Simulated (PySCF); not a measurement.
# AsZn: the cost of one run

Program: PySCF 2.14.0. Level of theory: each script names its method and basis. These are calculated values, not measurements.

3 further runs of the same task are left out: 3 that didn't finish.

## (1) The starting structure

ZnAs (quartet): 2 atoms, charge 0, spin multiplicity 4.

Bond lengths: Zn1–As2 2.247 Å.

## (2) The run that the others are compared with

Input file input.py:

```python
from pyscf import gto, scf

mol = gto.M(
    atom='Zn 0 0 0; As 0 0 2.247',
    basis='6-31g',
    charge=0,
    spin=3,
    verbose=4,
)
mf = scf.UHF(mol)
mf.kernel()
mf.stability(internal=True, external=True)
mf.dip_moment()
print('orbital energies (hartree):', [e[max(0, n-3):n+3].round(4) for e, n in zip(mf.mo_energy, mol.nelec)])
```

On the command line:

```bash
OMP_NUM_THREADS=1 python input.py
```

Q: Estimate wall time and peak memory on 1 thread of Intel Xeon Platinum 8488C, shared host.

About 4.3 s, with a peak of 0.13 GiB.
